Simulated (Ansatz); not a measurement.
# C₂H₄SSi: one species, many methods

One table from this session's results is given with a row withheld; the runs are named, their logs left out.

Computed with Ansatz 0.2.0, Gaussian basis. Level: functionals in def2-TZVPP, the program's frozen cores in correlated methods.

Plan: LDA (SPW92), PBE-D4, revPBE-D4, BLYP-D4, r2SCAN-D4, B97M-V, PBE0-D4, B3LYP-D4, r2SCANh-D4, r2SCAN0-D4, HSE06-D4, BHLYP-D4, CAM-B3LYP-D4, LC-ωPBE, ωB97X-V, ωB97M-V, B2PLYP, PBE-QIDH; CCSD(T)/def2-SVP; CCSD(T)/def2-TZVPP; MP2/def2-QZVPP; extrapolation to the limit; RPA on PBE.

## The relaxed structure

All runs share one geometry, relaxed beforehand with PBE0-D4 in a triple-zeta def2 set.

8 atoms, charge 0, spin multiplicity 1.

Atoms are counted from 1 here; the program's logs count them from 0.

Bond lengths: C1–C2 1.323 Å, C1–H5 1.085 Å, C1–H6 1.084 Å, C2–Si3 1.808 Å, C2–S4 1.790 Å, Si3–S4 2.114 Å, Si3–H7 1.479 Å, Si3–H8 1.479 Å. Angles: C2–C1–H5 122.3°, C2–C1–H6 120.1°, H5–C1–H6 117.6°, C1–C2–Si3 154.3°, C1–C2–S4 133.7°, Si3–C2–S4 72.0°, C2–Si3–S4 53.6°, C2–Si3–H7 120.5°, C2–Si3–H8 120.5°, S4–Si3–H7 118.3°, S4–Si3–H8 118.3°, H7–Si3–H8 113.1°, C2–S4–Si3 54.4°.

The first run:

in.yaml reads:

```yaml
crystal:
  periodic: [false, false, false]
  atoms:
    - {symbol: C, position_ang: [-0.656360, 1.440297, -0.250526]}
    - {symbol: C, position_ang: [-0.153273, 0.217406, -0.280800]}
    - {symbol: Si, position_ang: [0.641831, -1.235462, 0.444404]}
    - {symbol: S, position_ang: [0.028508, -1.014593, -1.566330]}
    - {symbol: H, position_ang: [-1.082653, 1.914146, -1.128578]}
    - {symbol: H, position_ang: [-0.653356, 2.007012, 0.673578]}
    - {symbol: H, position_ang: [2.090860, -1.230039, 0.739435]}
    - {symbol: H, position_ang: [-0.123257, -2.155867, 1.312917]}
basis:
  gaussian: {orbitals: def2-TZVPP}
hamiltonian: {xc: lda}
output: {orbitals: {seedname: orbitals}}
```

Launch:

```sh
$ ansatz run in.yaml --threads 2 --pin off --events-out ev --progress --plain --max-ram 4352MiB
```

Among the steps run: LDA; PBE-D4 (GGA); revPBE-D4 (GGA); BLYP-D4 (GGA); r2SCAN-D4 (meta-GGA); B97M-V (meta-GGA); B3LYP-D4 (hybrid); r2SCANh-D4 (hybrid); r2SCAN0-D4 (hybrid); HSE06-D4 (hybrid); BHLYP-D4 (hybrid); CAM-B3LYP-D4 (range-separated); LC-ωPBE (range-separated); ωB97X-V (range-separated); ωB97M-V (range-separated); B2PLYP (double hybrid); PBE-QIDH (double hybrid).

One of the session's tables, all rows but one given; the rest of the session is left out.

It belongs to the step «Frontier levels by functional». 

| functional | HOMO (eV) | gap (eV) |
| --- | --- | --- |
| LDA (SPW92) | -5.74 | 4.00 |
| PBE-D4 | -5.59 | 4.06 |
| revPBE-D4 | -5.54 | 4.09 |
| BLYP-D4 | -5.40 | 4.00 |
| r2SCAN-D4 | -5.78 | 4.47 |
| B97M-V | -5.83 | 4.51 |
| PBE0-D4 | -6.62 | 5.93 |
| B3LYP-D4 | -6.39 | 5.49 |
| r2SCANh-D4 | -6.17 | 5.19 |
| r2SCAN0-D4 | ? | ? |
| HSE06-D4 | -6.23 | 5.16 |
| BHLYP-D4 | -7.48 | 7.67 |
| CAM-B3LYP-D4 | -7.83 | 8.14 |
| LC-ωPBE | -9.17 | 10.61 |
| ωB97X-V | -8.81 | 10.14 |
| ωB97M-V | -8.68 | 9.75 |

Estimate the missing values for r2SCAN0-D4.

Worked estimate for «HOMO (eV)». Against the share of exact exchange, r2SCAN-D4 (0, -5.78), r2SCANh-D4 (0.1, -6.17) give a slope of -3.90 per unit share; at 0.25 the line stands at -6.75.

The run gave: HOMO (eV): -6.75; gap (eV): 6.23. In «HOMO (eV)» the line misses by 0.00.
